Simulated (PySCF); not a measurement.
# CH5FGeO (SMILES [CH3][GeH]([OH])[F]): levels of theory compared

Wanted: a comparison of 6 runs (HF/STO-3G, HF/def2-SVP, B3LYP/6-31G*, PBE/cc-pVTZ, MP2/def2-SVP) of CH5FGeO. The job is set up through a Python script.

The results are computed with PySCF 2.14.0.

### 1 The molecule

The species is CH5FGeO (9 atoms), meant as a singlet with charge 0. As SMILES, `[CH3][GeH]([OH])[F]`. The coordinates come from a PBE0-D4/def2-TZVP relaxation. This is one conformer, not always the lowest.

Bond lengths: C1–Ge2 1.923 Å, Ge2–O3 1.766 Å, Ge2–F4 1.745 Å, C1–H5 1.090 Å, C1–H6 1.091 Å, C1–H7 1.090 Å, Ge2–H8 1.538 Å, O3–H9 0.960 Å. Some angles: C1–Ge2–O3 107.0°, C1–Ge2–F4 108.4°, O3–Ge2–F4 106.8°, C1–Ge2–H8 118.4°, O3–Ge2–H8 111.2°, F4–Ge2–H8 104.4°, Ge2–C1–H5 108.9°, Ge2–C1–H6 110.1°, Ge2–C1–H7 110.2°, Ge2–O3–H9 113.6°.

### 2 Energy and forces at HF/STO-3G (run 1)

input.py

```python
import pyscf.grad
from pyscf import gto, scf

mol = gto.Mole()
mol.atom = '''
C     -0.669000     0.976900    -0.584200
Ge     0.088300    -0.643700     0.121500
O      1.270000    -0.170700     1.345500
F      0.974400    -1.438600    -1.153800
H      0.138900     1.624900    -0.924600
H     -1.237900     1.493500     0.189700
H     -1.327100     0.751300    -1.423500
H     -0.865500    -1.725100     0.656800
H      1.716500    -0.914700     1.755500
'''
mol.charge = 0
mol.max_memory = 1860
mol.verbose = 3
mol.basis = 'sto-3g'
mol.build()

mf = scf.RHF(mol)
mf.conv_tol = 1e-10
mf.kernel()
if not mf.converged:
    mf = mf.newton().run(mf.mo_coeff, mf.mo_occ)

etot = mf.e_tot
print(f'total energy: {etot:.8f} hartree')
grad = mf.Gradients().kernel()
mf.analyze()
```

Run with:

```console
$ OMP_NUM_THREADS=1 python input.py
```

The program printed:

```text
converged SCF energy = -2263.98694925139
total energy: -2263.98694925 hartree
--------------- RHF gradients ---------------
         x                y                z
0 C    -0.0030146839     0.0137643513    -0.0088944732
1 Ge    -0.0140447480     0.0321298985    -0.0025361148
2 O     0.0290021139    -0.0270895385     0.0279057468
3 F     0.0137615987    -0.0149733764    -0.0223924069
4 H     0.0087593047     0.0018968754    -0.0012296207
5 H    -0.0032226669     0.0004718064     0.0089900615
6 H    -0.0039698853    -0.0058027937    -0.0055532482
7 H    -0.0181437582    -0.0294731869     0.0114585362
8 H    -0.0091272751     0.0290759638    -0.0077484808
----------------------------------------------
**** MO energy ****
MO #1   energy= -400.599445797496  occ= 2
MO #2   energy= -50.4412767788176  occ= 2
MO #3   energy= -45.5055083879757  occ= 2
MO #4   energy= -45.5051483982953  occ= 2
MO #5   energy= -45.5047373205721  occ= 2
MO #6   energy= -25.8018809166543  occ= 2
MO #7   energy= -20.1768330669637  occ= 2
MO #8   energy= -11.0076177852265  occ= 2
MO #9   energy= -6.52629670917707  occ= 2
MO #10  energy= -4.56823467508357  occ= 2
MO #11  energy= -4.56779301153718  occ= 2
MO #12  energy= -4.56685323562682  occ= 2
MO #13  energy= -1.40141424235671  occ= 2
MO #14  energy= -1.22759661663848  occ= 2
MO #15  energy= -0.91145883122255  occ= 2
MO #16  energy= -0.710253725034977 occ= 2
MO #17  energy= -0.709604521073335 occ= 2
MO #18  energy= -0.707300111417332 occ= 2
MO #19  energy= -0.706735742108538 occ= 2
MO #20  energy= -0.704054342002969 occ= 2
MO #21  energy= -0.630843347456973 occ= 2
MO #22  energy= -0.554811713905923 occ= 2
MO #23  energy= -0.534482464433742 occ= 2
MO #24  energy= -0.511542056820573 occ= 2
MO #25  energy= -0.458448297775599 occ= 2
MO #26  energy= -0.446763896013261 occ= 2
MO #27  energy= -0.412046512562942 occ= 2
MO #28  energy= -0.370545383961406 occ= 2
MO #29  energy= -0.353235640513315 occ= 2
MO #30  energy= -0.344118915784218 occ= 2
MO #31  energy= 0.431012884194155  occ= 0
MO #32  energy= 0.4541919545421    occ= 0
MO #33  energy= 0.474128607582743  occ= 0
MO #34  energy= 0.560535460038147  occ= 0
MO #35  energy= 0.709567383469387  occ= 0
MO #36  energy= 0.723491377094942  occ= 0
MO #37  energy= 0.740683783533503  occ= 0
MO #38  energy= 0.750156684986898  occ= 0
 ** Mulliken atomic charges  **
charge of    0C =     -0.25668
charge of    1Ge =      0.79377
charge of    2O =     -0.36572
charge of    3F =     -0.27599
charge of    4H =      0.04361
charge of    5H =      0.03997
charge of    6H =      0.03884
charge of    7H =     -0.13586
charge of    8H =      0.11807
Dipole moment(X, Y, Z, Debye): -1.17045, -0.47859,  0.57667
```

Run time: 2.7 s. Hardware: 1 thread of Intel Xeon at 2.70GHz, shared host; peak memory 0.12 GiB.

### 3 Energy and gradient at HF/def2-SVP (run 2)

input.xyz

```xyz
9
CH5FGeO
C     -0.669000     0.976900    -0.584200
Ge     0.088300    -0.643700     0.121500
O      1.270000    -0.170700     1.345500
F      0.974400    -1.438600    -1.153800
H      0.138900     1.624900    -0.924600
H     -1.237900     1.493500     0.189700
H     -1.327100     0.751300    -1.423500
H     -0.865500    -1.725100     0.656800
H      1.716500    -0.914700     1.755500
```

input.py

```python
from pyscf import gto

mol = gto.Mole()
mol.atom = 'input.xyz'
mol.verbose = 4
mol.charge = 0
mol.max_memory = 1860
mol.basis = 'def2-svp'
mol.build()

mf = mol.RHF()
mf.conv_tol = 1e-10
mf.kernel()
if not mf.converged:
    mf = mf.newton().run(mf.mo_coeff, mf.mo_occ)

e_final = mf.e_tot
print(f'total energy: {e_final:.8f} hartree')
grad = mf.nuc_grad_method().kernel()
dip = mf.dip_moment()
pop, q = mf.mulliken_pop()
```

Run with:

```console
$ OMP_NUM_THREADS=1 python input.py
```

The program printed:

```text
PySCF version 2.14.0

[... 65 lines left out ...]
converged SCF energy = -2290.0857542377
total energy: -2290.08575424 hartree
[... 11 lines left out ...]
Dipole moment(X, Y, Z, Debye): -1.79025,  0.14089,  1.15194
[... 70 lines left out ...]
pop of  3 F 3dxy          0.00060
pop of  3 F 3dyz          0.00103
pop of  3 F 3dz^2         0.00085
pop of  3 F 3dxz          0.00117
pop of  3 F 3dx2-y2       0.00040
pop of  4 H 1s            0.73603
pop of  4 H 2s            0.14985
pop of  4 H 2px           0.01217
pop of  4 H 2py           0.01012
pop of  4 H 2pz           0.00552
pop of  5 H 1s            0.73969
pop of  5 H 2s            0.15858
pop of  5 H 2px           0.00805
pop of  5 H 2py           0.00827
pop of  5 H 2pz           0.01140
pop of  6 H 1s            0.74057
pop of  6 H 2s            0.15870
pop of  6 H 2px           0.00934
pop of  6 H 2py           0.00560
pop of  6 H 2pz           0.01271
pop of  7 H 1s            0.72897
pop of  7 H 2s            0.42368
pop of  7 H 2px           0.00444
pop of  7 H 2py           0.00606
pop of  7 H 2pz           0.00158
pop of  8 H 1s            0.66657
pop of  8 H 2s            0.04758
pop of  8 H 2px           0.02164
pop of  8 H 2py           0.02970
pop of  8 H 2pz           0.02087
 ** Mulliken atomic charges  **
charge of    0C =     -0.35573
charge of    1Ge =      1.23572
charge of    2O =     -0.60978
charge of    3F =     -0.55250
charge of    4H =      0.08631
charge of    5H =      0.07400
charge of    6H =      0.07308
charge of    7H =     -0.16473
charge of    8H =      0.21364
```

It took 11 s on 1 thread of Intel Xeon at 2.70GHz, shared host; peak memory 0.21 GiB.

### 4 Energy and gradient at B3LYP/6-31G(d) (spherical functions) (run 3)

input.xyz: that of step 3 with these lines changed.

```diff
@@ -1,3 +1,3 @@
 9
-CH5FGeO
+
 C     -0.669000     0.976900    -0.584200
```

calc.py

```python
import pyscf.grad
from pyscf import gto, dft

molecule = gto.Mole()
molecule.atom = 'input.xyz'
molecule.max_memory = 1860
molecule.basis = '6-31g*'
molecule.verbose = 4
molecule.build()

mf = dft.RKS(molecule)
mf.xc = 'b3lyp'
mf.conv_tol = 1e-10
mf.grids.level = 5
mf.kernel()
if not mf.converged:
    mf = mf.newton().run(mf.mo_coeff, mf.mo_occ)

e_tot = mf.e_tot
print('E(%s) = %.9f' % ('B3LYP', e_tot))
grad = mf.Gradients().kernel()
mf.analyze()
```

Run with:

```console
$ OMP_NUM_THREADS=1 python calc.py
```

The program printed:

```text
PySCF version 2.14.0

[... 95 lines left out ...]
Nuclear Repulsion Energy =             316.990008567409348
[... 9 lines left out ...]
MO #4   energy= -44.3552688093619  occ= 2
[... 7 lines left out ...]
MO #12  energy= -4.43562093785683  occ= 2
[... 7 lines left out ...]
MO #20  energy= -0.715548883028473 occ= 2
[... 7 lines left out ...]
MO #28  energy= -0.33937014523302  occ= 2
[... 7 lines left out ...]
MO #36  energy= 0.140698370297136  occ= 0
[... 7 lines left out ...]
MO #44  energy= 0.498243316997728  occ= 0
[... 7 lines left out ...]
MO #52  energy= 0.874021621940585  occ= 0
[... 7 lines left out ...]
MO #60  energy= 1.31691046424942   occ= 0
[... 7 lines left out ...]
MO #68  energy= 1.8275389169717    occ= 0
[... 7 lines left out ...]
MO #76  energy= 2.2653318751581    occ= 0
[... 7 lines left out ...]
MO #84  energy= 3.54495236220928   occ= 0
[... 57 lines left out ...]
pop of  2 O 3dxy          0.00293
pop of  2 O 3dyz          0.00278
pop of  2 O 3dz^2         0.00109
pop of  2 O 3dxz          0.00195
pop of  2 O 3dx2-y2       0.00244
pop of  3 F 1s            1.99997
pop of  3 F 2s            1.87540
pop of  3 F 3s            0.00247
pop of  3 F 2px           1.87563
pop of  3 F 2py           1.89557
pop of  3 F 2pz           1.81992
pop of  3 F 3px           0.00086
pop of  3 F 3py           0.00094
pop of  3 F 3pz           0.00066
pop of  3 F 3dxy          0.00107
pop of  3 F 3dyz          0.00178
pop of  3 F 3dz^2         0.00142
pop of  3 F 3dxz          0.00213
pop of  3 F 3dx2-y2       0.00067
pop of  4 H 1s            0.86069
pop of  4 H 2s            0.00774
pop of  5 H 1s            0.86594
pop of  5 H 2s            0.00712
pop of  6 H 1s            0.86711
pop of  6 H 2s            0.00718
pop of  7 H 1s            1.08163
pop of  7 H 2s            0.00428
pop of  8 H 1s            0.66086
pop of  8 H 2s            0.01346
 ** Mulliken atomic charges  **
charge of    0C =     -0.51930
charge of    1Ge =      1.05948
charge of    2O =     -0.68568
charge of    3F =     -0.47849
charge of    4H =      0.13156
charge of    5H =      0.12695
charge of    6H =      0.12571
charge of    7H =     -0.08591
charge of    8H =      0.32568
Dipole moment(X, Y, Z, Debye): -1.50239,  0.14582,  0.94943
```

It took 41 s on 1 thread of Intel Xeon at 2.70GHz, shared host; peak memory 0.82 GiB.

Runs 4 to 5 aren't shown in full; the table further down has their settings and results.

### 5 Energy and forces at MP2/def2-SVP (run 6)

run.py

```python
import pyscf.grad
from pyscf import gto, mp

system = gto.M(
    atom=[
    ('C', (-0.669000, 0.976900, -0.584200)),
    ('Ge', (0.088300, -0.643700, 0.121500)),
    ('O', (1.270000, -0.170700, 1.345500)),
    ('F', (0.974400, -1.438600, -1.153800)),
    ('H', (0.138900, 1.624900, -0.924600)),
    ('H', (-1.237900, 1.493500, 0.189700)),
    ('H', (-1.327100, 0.751300, -1.423500)),
    ('H', (-0.865500, -1.725100, 0.656800)),
    ('H', (1.716500, -0.914700, 1.755500)),
],
    verbose=4,
    charge=0,
    basis='def2-svp',
    max_memory=1860,
)

mf = system.RHF()
mf.conv_tol = 1e-10
mf.kernel()
if not mf.converged:
    mf = mf.newton().run(mf.mo_coeff, mf.mo_occ)

pt = mp.MP2(mf, frozen=12).run()
energy = pt.e_tot
print('E = %.10f Eh' % energy)
grad = pt.Gradients().kernel()
mf.analyze()
```

Run with:

```console
$ OMP_NUM_THREADS=1 python run.py
```

The program printed:

```text
PySCF version 2.14.0

[... 89 lines left out ...]
DFT Exchange-Correlation Energy =     -102.909179856592345
[... 10 lines left out ...]
MO #9   energy= -7.22525462950837  occ= 2
[... 8 lines left out ...]
MO #18  energy= -1.49469235258531  occ= 2
[... 8 lines left out ...]
MO #27  energy= -0.566275762730745 occ= 2
[... 8 lines left out ...]
MO #36  energy= 0.253964980022908  occ= 0
[... 8 lines left out ...]
MO #45  energy= 0.627817656997274  occ= 0
[... 8 lines left out ...]
MO #54  energy= 1.01492559776108   occ= 0
[... 8 lines left out ...]
MO #63  energy= 1.60857228612458   occ= 0
[... 8 lines left out ...]
MO #72  energy= 2.02717072511372   occ= 0
[... 8 lines left out ...]
MO #81  energy= 2.72846308059856   occ= 0
[... 8 lines left out ...]
MO #90  energy= 3.26071668527967   occ= 0
[... 8 lines left out ...]
MO #99  energy= 4.11636811088285   occ= 0
[... 72 lines left out ...]
pop of  3 F 3dyz          0.00079
pop of  3 F 3dz^2         0.00066
pop of  3 F 3dxz          0.00092
pop of  3 F 3dx2-y2       0.00031
pop of  4 H 1s            0.87569
pop of  4 H 2s            0.00855
pop of  4 H 2px           0.00081
pop of  4 H 2py           0.00079
pop of  4 H 2pz           0.00020
pop of  5 H 1s            0.88262
pop of  5 H 2s            0.00759
pop of  5 H 2px           0.00049
pop of  5 H 2py           0.00060
pop of  5 H 2pz           0.00077
pop of  6 H 1s            0.88413
pop of  6 H 2s            0.00771
pop of  6 H 2px           0.00064
pop of  6 H 2py           0.00011
pop of  6 H 2pz           0.00109
pop of  7 H 1s            1.13202
pop of  7 H 2s            0.00292
pop of  7 H 2px           0.00160
pop of  7 H 2py           0.00243
pop of  7 H 2pz           0.00060
pop of  8 H 1s            0.65674
pop of  8 H 2s            0.01292
pop of  8 H 2px           0.00193
pop of  8 H 2py           0.00169
pop of  8 H 2pz           0.00182
 ** Mulliken atomic charges  **
charge of    0C =     -0.49746
charge of    1Ge =      1.30059
charge of    2O =     -0.75270
charge of    3F =     -0.56395
charge of    4H =      0.11396
charge of    5H =      0.10794
charge of    6H =      0.10632
charge of    7H =     -0.13957
charge of    8H =      0.32489
Dipole moment(X, Y, Z, Debye): -1.79025,  0.14089,  1.15194
```

Wall time 21 s (1 thread of Intel Xeon at 2.70GHz, shared host); peak memory 1.1 GiB.

### 6 All runs side by side

```
run                               level  integration grid  Cartesian functions   energy (Eh)  dipole moment (D) of the reference  HOMO energy (eV)  LUMO energy (eV)  wall time
  1                           HF/STO-3G                 –                   no  -2263.986949                                1.39             -9.36             11.73      2.7 s
  2                         HF/def2-SVP                 –                   no  -2290.085754                                2.13            -12.48              4.44       11 s
  3  B3LYP/6-31G* (spherical functions)                 5                   no  -2292.995569                                1.78             -8.34              0.76       41 s
  4  B3LYP/6-31G* (Cartesian functions)                 5                  yes  -2293.005317                                1.78             -8.34              0.72       41 s
  5                         PBE/cc-pVTZ                 5                   no  -2292.832201                                1.73             -7.26             -0.24    4.8 min
  6                        MP2/def2-SVP                 –                   no  -2290.836143                                2.13            -12.48              4.44       21 s
```

### 7 Summary of results

```
                                           quantity           value
                                run 6: total energy  -2290.83614 Eh
        run 6: dipole moment (Hartree–Fock density)          2.13 D
         run 6: HOMO energy (Hartree–Fock orbitals)       -12.48 eV
         run 6: LUMO energy (Hartree–Fock orbitals)         4.44 eV
       run 6: HOMO–LUMO gap (Hartree–Fock orbitals)        16.92 eV
run 6: correlation energy (12 core orbitals frozen)      -750.4 mEh
                    run 6: largest force on an atom      0.352 eV/Å
```

Over runs 1, 2, 3, 4, 5 the dipole moment (its size) runs from 1.39 D (HF/STO-3G) to 2.13 D (HF/def2-SVP). Over runs 1, 2, 3, 4, 5 the HOMO–LUMO gap runs from 7.02 eV (PBE/cc-pVTZ) to 21.09 eV (HF/STO-3G). The two ends differ in method and basis. Totals of different functionals can't be ranked against each other. In run 1 the basis is minimal, so the values are rough. All runs together took 6.8 min, the longest 4.8 min.
